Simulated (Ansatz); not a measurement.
Born–Oppenheimer molecular dynamics of a periodic cell of 21 atoms, MgH₁₂Cl₂O₆ (host MgH12Cl2O6, host structure C2/m). It starts from an unrelaxed structure (largest force component 1.23 eV/Å).

Method: DFT r2SCAN, scalar-relativistic, plane waves, PAW (Ansatz 0.2.0). Settings: accuracy low, cutoff 500 eV, k mesh 2x2x2, fermi-dirac smearing 0.05 eV, no spin polarisation.

```
ensemble        : NVT, Nosé–Hoover chain
time step       : 0.5 fs
steps asked     : 110
set temperature : 700 K
thermostat      : time constant 10 fs, chain length 1
seed            : 968215
```

Frames 0.5 fs apart, positions in Å, forces in eV/Å.

Velocities at 45.0 fs (Å/ps):

```
Mg 2.04 3.38 2.31
H 12.91 -13.63 18.20
H 11.77 -13.12 5.35
H -55.68 -31.69 23.17
H -2.53 -16.75 -7.29
H -23.56 27.84 6.19
H -32.02 -2.28 -38.44
H -27.32 -6.32 -11.09
H -7.00 -21.50 9.20
H -23.41 4.02 22.28
H -17.26 -5.65 -5.90
H -40.65 -10.59 11.67
H 9.54 -3.51 -1.26
Cl 3.17 -1.71 -3.00
Cl 2.46 -1.03 3.16
O -5.82 4.51 4.82
O -0.60 -6.84 -4.08
O -1.97 3.15 -3.82
O -10.33 -1.28 -5.71
O 6.61 1.11 7.33
O 8.83 6.16 -4.43
```

```xyz
21
Lattice="5.0673 -3.6419 0.0000 5.0673 3.6419 0.0000 -0.4238 0.0000 6.2176" Properties=species:S:1:pos:R:3:forces:R:3 time_fs=45.0 energy_less_start_eV=2.105 T=512
Mg 0.174 0.032 0.003 -1.85 0.02 -0.65
H 1.776 0.029 1.994 0.07 -0.10 1.81
H 7.903 -0.218 4.194 -0.88 -0.01 -0.64
H 2.729 0.357 0.856 -2.48 -1.08 0.18
H 7.104 -0.341 5.655 1.24 0.10 -1.48
H 4.594 1.524 1.933 -0.27 1.98 -1.49
H 4.344 -1.206 1.496 -1.30 -2.11 -0.33
H 4.030 -1.443 5.125 -0.83 0.38 -0.18
H 5.175 1.340 4.711 -0.64 0.12 -0.03
H 3.450 2.530 1.839 -0.13 0.52 -0.17
H 3.134 -2.460 1.592 2.12 1.74 -0.85
H 5.381 -1.408 4.395 -0.70 -0.98 0.77
H 6.266 2.345 4.372 -1.37 0.33 0.35
Cl 3.188 -0.176 3.671 -0.48 0.60 -0.01
Cl 6.934 -0.049 2.662 -0.83 0.11 -1.49
O 1.801 -0.048 1.054 2.59 1.40 -1.98
O 7.957 -0.268 5.149 0.26 -0.12 3.88
O 4.267 2.308 1.339 0.84 -2.57 1.73
O 3.920 -2.005 1.028 -0.37 -0.29 1.52
O 4.864 -1.904 5.089 2.59 0.04 -0.66
O 5.296 2.301 4.678 2.44 -0.09 -0.28
21
Lattice="5.0673 -3.6419 0.0000 5.0673 3.6419 0.0000 -0.4238 0.0000 6.2176" Properties=species:S:1:pos:R:3:forces:R:3 time_fs=45.5 energy_less_start_eV=1.954 T=565
Mg 0.175 0.034 0.004 -1.89 -0.01 -0.65
H 1.782 0.022 2.006 0.01 -0.17 1.41
H 7.908 -0.225 4.196 -0.90 -0.01 -0.82
H 2.699 0.340 0.868 -1.39 -0.60 -0.13
H 7.105 -0.349 5.650 1.18 0.10 -1.44
H 4.582 1.541 1.934 -0.07 1.64 -1.33
H 4.326 -1.209 1.477 -1.07 -1.71 -0.07
H 4.015 -1.446 5.120 -0.26 0.03 -0.17
H 5.171 1.330 4.715 -0.51 0.81 -0.07
H 3.439 2.533 1.850 0.31 0.46 -0.52
H 3.128 -2.461 1.588 2.12 1.73 -0.85
H 5.360 -1.415 4.402 -0.23 -0.64 0.24
H 6.269 2.343 4.372 -1.32 0.31 0.33
Cl 3.190 -0.177 3.670 -0.48 0.59 0.00
Cl 6.936 -0.050 2.664 -0.81 0.10 -1.51
O 1.798 -0.046 1.056 1.59 1.00 -1.26
O 7.957 -0.271 5.147 0.35 -0.12 4.03
O 4.266 2.309 1.337 0.18 -2.14 1.90
O 3.915 -2.006 1.025 -0.60 -0.69 1.26
O 4.867 -1.903 5.093 1.55 0.07 -0.16
O 5.301 2.304 4.676 2.23 -0.74 -0.21
21
Lattice="5.0673 -3.6419 0.0000 5.0673 3.6419 0.0000 -0.4238 0.0000 6.2176" Properties=species:S:1:pos:R:3:forces:R:3 time_fs=46.0 energy_less_start_eV=1.853 T=600
Mg 0.175 0.036 0.005 -1.92 -0.04 -0.65
H 1.789 0.015 2.020 -0.03 -0.24 0.86
H 7.911 -0.232 4.196 -0.89 -0.02 -0.88
H 2.664 0.322 0.879 0.18 0.06 -0.53
H 7.108 -0.357 5.641 0.97 0.08 -1.30
H 4.570 1.561 1.932 0.20 1.14 -1.03
H 4.306 -1.217 1.457 -0.74 -1.11 0.28
H 4.000 -1.448 5.113 0.29 -0.29 -0.15
H 5.166 1.321 4.720 -0.38 1.35 -0.12
H 3.428 2.536 1.859 0.66 0.42 -0.81
H 3.127 -2.458 1.582 2.02 1.66 -0.80
H 5.338 -1.423 4.409 0.30 -0.21 -0.41
H 6.269 2.343 4.372 -1.16 0.27 0.28
Cl 3.191 -0.178 3.668 -0.49 0.57 0.01
Cl 6.937 -0.050 2.665 -0.79 0.09 -1.52
O 1.796 -0.043 1.058 0.11 0.41 -0.30
O 7.957 -0.275 5.146 0.57 -0.09 3.95
O 4.265 2.311 1.336 -0.44 -1.57 1.88
O 3.910 -2.006 1.023 -0.83 -1.22 0.86
O 4.871 -1.903 5.096 0.46 -0.02 0.47
O 5.306 2.307 4.674 1.92 -1.26 -0.10
21
Lattice="5.0673 -3.6419 0.0000 5.0673 3.6419 0.0000 -0.4238 0.0000 6.2176" Properties=species:S:1:pos:R:3:forces:R:3 time_fs=46.5 energy_less_start_eV=1.857 T=596
Mg 0.176 0.037 0.006 -1.95 -0.08 -0.64
H 1.796 0.007 2.037 -0.07 -0.29 0.27
H 7.911 -0.238 4.194 -0.86 -0.02 -0.81
H 2.631 0.303 0.889 2.18 0.88 -1.00
H 7.113 -0.365 5.629 0.60 0.03 -1.05
H 4.558 1.584 1.928 0.53 0.47 -0.57
H 4.284 -1.228 1.438 -0.33 -0.30 0.69
H 3.986 -1.451 5.107 0.76 -0.54 -0.12
H 5.159 1.316 4.724 -0.27 1.74 -0.17
H 3.418 2.541 1.867 0.90 0.40 -1.03
H 3.131 -2.450 1.574 1.82 1.53 -0.68
H 5.317 -1.431 4.415 0.83 0.26 -1.14
H 6.266 2.343 4.373 -0.88 0.24 0.19
Cl 3.193 -0.179 3.667 -0.49 0.55 0.02
Cl 6.938 -0.051 2.667 -0.77 0.07 -1.52
O 1.793 -0.041 1.060 -1.82 -0.36 0.78
O 7.957 -0.278 5.146 0.93 -0.04 3.64
O 4.264 2.311 1.334 -1.02 -0.85 1.63
O 3.905 -2.007 1.020 -1.04 -1.86 0.32
O 4.875 -1.902 5.100 -0.56 -0.21 1.14
O 5.311 2.309 4.672 1.51 -1.62 0.04
21
Lattice="5.0673 -3.6419 0.0000 5.0673 3.6419 0.0000 -0.4238 0.0000 6.2176" Properties=species:S:1:pos:R:3:forces:R:3 time_fs=47.0 energy_less_start_eV=1.970 T=552
Mg 0.176 0.039 0.007 -1.97 -0.11 -0.65
H 1.802 -0.002 2.054 -0.10 -0.31 -0.28
H 7.910 -0.245 4.190 -0.81 -0.03 -0.63
H 2.603 0.287 0.897 4.28 1.70 -1.47
H 7.120 -0.373 5.614 0.10 -0.03 -0.71
H 4.548 1.608 1.922 0.90 -0.34 0.03
H 4.262 -1.239 1.421 0.14 0.63 1.14
H 3.973 -1.456 5.100 1.12 -0.73 -0.07
H 5.152 1.315 4.728 -0.17 1.95 -0.21
H 3.411 2.547 1.872 1.05 0.39 -1.19
H 3.139 -2.439 1.565 1.47 1.30 -0.48
H 5.298 -1.439 4.419 1.28 0.67 -1.80
H 6.261 2.343 4.375 -0.50 0.20 0.07
Cl 3.194 -0.179 3.665 -0.50 0.53 0.02
Cl 6.939 -0.051 2.668 -0.77 0.04 -1.51
O 1.790 -0.038 1.063 -3.85 -1.15 1.82
O 7.957 -0.282 5.146 1.40 0.04 3.12
O 4.263 2.312 1.333 -1.55 0.00 1.17
O 3.899 -2.009 1.018 -1.14 -2.54 -0.33
O 4.879 -1.901 5.104 -1.38 -0.41 1.75
O 5.316 2.312 4.670 1.01 -1.81 0.22
21
Lattice="5.0673 -3.6419 0.0000 5.0673 3.6419 0.0000 -0.4238 0.0000 6.2176" Properties=species:S:1:pos:R:3:forces:R:3 time_fs=47.5 energy_less_start_eV=2.117 T=497
Mg 0.176 0.041 0.008 -1.99 -0.14 -0.65
H 1.808 -0.011 2.071 -0.11 -0.30 -0.75
H 7.906 -0.252 4.184 -0.75 -0.04 -0.37
H 2.585 0.275 0.901 5.79 2.26 -1.80
H 7.127 -0.380 5.598 -0.50 -0.10 -0.33
H 4.540 1.631 1.916 1.29 -1.20 0.72
H 4.240 -1.248 1.406 0.59 1.56 1.55
H 3.963 -1.462 5.093 1.37 -0.84 -0.02
H 5.145 1.318 4.731 -0.10 2.00 -0.24
H 3.406 2.553 1.875 1.11 0.38 -1.28
H 3.151 -2.425 1.554 0.94 0.96 -0.17
H 5.282 -1.445 4.418 1.55 0.92 -2.23
H 6.255 2.344 4.377 -0.02 0.17 -0.08
Cl 3.196 -0.180 3.664 -0.50 0.51 0.02
Cl 6.940 -0.051 2.669 -0.77 0.02 -1.49
O 1.787 -0.036 1.065 -5.32 -1.72 2.63
O 7.957 -0.285 5.146 1.94 0.12 2.47
O 4.262 2.313 1.333 -2.01 0.88 0.57
O 3.893 -2.010 1.016 -1.05 -3.10 -1.06
O 4.882 -1.901 5.108 -1.91 -0.51 2.12
O 5.322 2.314 4.667 0.44 -1.83 0.41
21
Lattice="5.0673 -3.6419 0.0000 5.0673 3.6419 0.0000 -0.4238 0.0000 6.2176" Properties=species:S:1:pos:R:3:forces:R:3 time_fs=48.0 energy_less_start_eV=2.185 T=471
Mg 0.176 0.042 0.009 -2.00 -0.18 -0.66
H 1.814 -0.021 2.085 -0.10 -0.27 -1.12
H 7.901 -0.258 4.178 -0.66 -0.04 -0.07
H 2.581 0.268 0.901 6.01 2.31 -1.85
H 7.133 -0.388 5.582 -1.12 -0.19 0.07
H 4.534 1.651 1.912 1.64 -1.96 1.37
H 4.219 -1.254 1.395 0.93 2.27 1.82
H 3.956 -1.471 5.086 1.50 -0.89 0.03
H 5.137 1.326 4.733 -0.05 1.88 -0.26
H 3.404 2.561 1.874 1.10 0.37 -1.32
H 3.164 -2.409 1.543 0.20 0.51 0.29
H 5.271 -1.449 4.412 1.60 0.93 -2.30
H 6.249 2.346 4.379 0.50 0.13 -0.24
Cl 3.197 -0.181 3.662 -0.51 0.50 0.01
Cl 6.941 -0.052 2.670 -0.77 -0.01 -1.47
O 1.783 -0.034 1.068 -5.52 -1.79 3.06
O 7.958 -0.288 5.147 2.48 0.21 1.77
O 4.260 2.313 1.332 -2.35 1.66 -0.06
O 3.888 -2.012 1.013 -0.64 -3.32 -1.80
O 4.885 -1.901 5.112 -2.10 -0.44 2.12
O 5.327 2.316 4.665 -0.14 -1.69 0.60
21
Lattice="5.0673 -3.6419 0.0000 5.0673 3.6419 0.0000 -0.4238 0.0000 6.2176" Properties=species:S:1:pos:R:3:forces:R:3 time_fs=48.5 energy_less_start_eV=2.120 T=495
Mg 0.176 0.044 0.010 -2.00 -0.21 -0.67
H 1.819 -0.031 2.098 -0.08 -0.22 -1.37
H 7.894 -0.265 4.171 -0.56 -0.04 0.22
H 2.591 0.267 0.896 4.81 1.84 -1.58
H 7.136 -0.397 5.565 -1.63 -0.26 0.40
H 4.533 1.667 1.912 1.85 -2.42 1.81
H 4.200 -1.254 1.389 1.08 2.56 1.87
H 3.953 -1.481 5.079 1.53 -0.89 0.08
H 5.130 1.339 4.735 -0.03 1.60 -0.27
H 3.404 2.569 1.870 1.04 0.36 -1.29
H 3.179 -2.391 1.533 -0.73 -0.05 0.89
H 5.262 -1.451 4.401 1.42 0.69 -1.98
H 6.244 2.348 4.380 1.00 0.09 -0.39
Cl 3.198 -0.181 3.661 -0.51 0.48 0.00
Cl 6.942 -0.052 2.671 -0.79 -0.02 -1.44
O 1.778 -0.032 1.071 -4.32 -1.35 3.05
O 7.958 -0.292 5.148 2.91 0.29 1.14
O 4.258 2.315 1.331 -2.50 2.13 -0.54
O 3.882 -2.015 1.010 0.16 -3.02 -2.45
O 4.888 -1.900 5.117 -1.97 -0.17 1.73
O 5.333 2.318 4.663 -0.68 -1.38 0.78
21
Lattice="5.0673 -3.6419 0.0000 5.0673 3.6419 0.0000 -0.4238 0.0000 6.2176" Properties=species:S:1:pos:R:3:forces:R:3 time_fs=49.0 energy_less_start_eV=1.973 T=552
Mg 0.176 0.046 0.010 -2.00 -0.23 -0.68
H 1.825 -0.043 2.106 -0.05 -0.16 -1.53
H 7.886 -0.272 4.165 -0.45 -0.03 0.47
H 2.613 0.271 0.888 2.77 1.10 -1.10
H 7.135 -0.406 5.549 -1.91 -0.31 0.61
H 4.536 1.676 1.915 1.87 -2.45 1.90
H 4.184 -1.249 1.387 1.02 2.33 1.66
H 3.954 -1.494 5.073 1.44 -0.83 0.14
H 5.122 1.355 4.737 -0.05 1.15 -0.26
H 3.407 2.578 1.863 0.91 0.34 -1.20
H 3.191 -2.374 1.524 -1.76 -0.64 1.58
H 5.258 -1.451 4.384 1.11 0.29 -1.36
H 6.241 2.350 4.380 1.40 0.05 -0.52
Cl 3.200 -0.182 3.659 -0.50 0.47 -0.01
Cl 6.942 -0.053 2.671 -0.81 -0.03 -1.41
O 1.772 -0.030 1.075 -2.29 -0.66 2.72
O 7.960 -0.295 5.149 3.09 0.34 0.67
O 4.256 2.316 1.331 -2.40 2.16 -0.71
O 3.876 -2.018 1.007 1.25 -2.18 -2.94
O 4.891 -1.900 5.122 -1.58 0.21 1.05
O 5.339 2.319 4.661 -1.07 -0.90 0.91
21
Lattice="5.0673 -3.6419 0.0000 5.0673 3.6419 0.0000 -0.4238 0.0000 6.2176" Properties=species:S:1:pos:R:3:forces:R:3 time_fs=49.5 energy_less_start_eV=1.825 T=610
Mg 0.175 0.047 0.011 -1.99 -0.26 -0.69
H 1.830 -0.054 2.111 -0.02 -0.09 -1.58
H 7.877 -0.279 4.160 -0.33 -0.01 0.67
H 2.641 0.276 0.877 0.65 0.37 -0.57
H 7.130 -0.416 5.535 -1.87 -0.32 0.67
H 4.544 1.680 1.924 1.67 -2.04 1.60
H 4.171 -1.237 1.389 0.81 1.66 1.25
H 3.958 -1.508 5.066 1.25 -0.72 0.19
H 5.114 1.375 4.737 -0.12 0.55 -0.23
H 3.413 2.588 1.853 0.73 0.32 -1.05
H 3.200 -2.358 1.520 -2.65 -1.14 2.20
H 5.255 -1.451 4.365 0.74 -0.17 -0.58
H 6.242 2.352 4.379 1.62 0.00 -0.58
Cl 3.201 -0.182 3.658 -0.49 0.46 -0.01
Cl 6.943 -0.053 2.672 -0.84 -0.02 -1.39
O 1.767 -0.029 1.079 -0.19 0.02 2.25
O 7.962 -0.298 5.151 2.94 0.33 0.39
O 4.253 2.318 1.330 -2.02 1.73 -0.56
O 3.870 -2.021 1.003 2.36 -1.01 -3.16
O 4.893 -1.900 5.127 -1.03 0.60 0.22
O 5.344 2.321 4.659 -1.23 -0.26 0.96
```

Of the whole run (55 fs, mean temperature of the second half 731 K): The conserved energy stayed within 0.96 meV per atom of its start (net change 0.099 meV per atom), so the integration is sound. A run of 0.055 ps of so small a system gives no equilibrium averages. Limits of this set-up: coarse k mesh, low accuracy level.

Time of the run: 9.7 min on 1 thread of Intel(R) Xeon(R) 6975P-C (Granite Rapids), with other jobs on the host, peak memory 0.85 GiB.
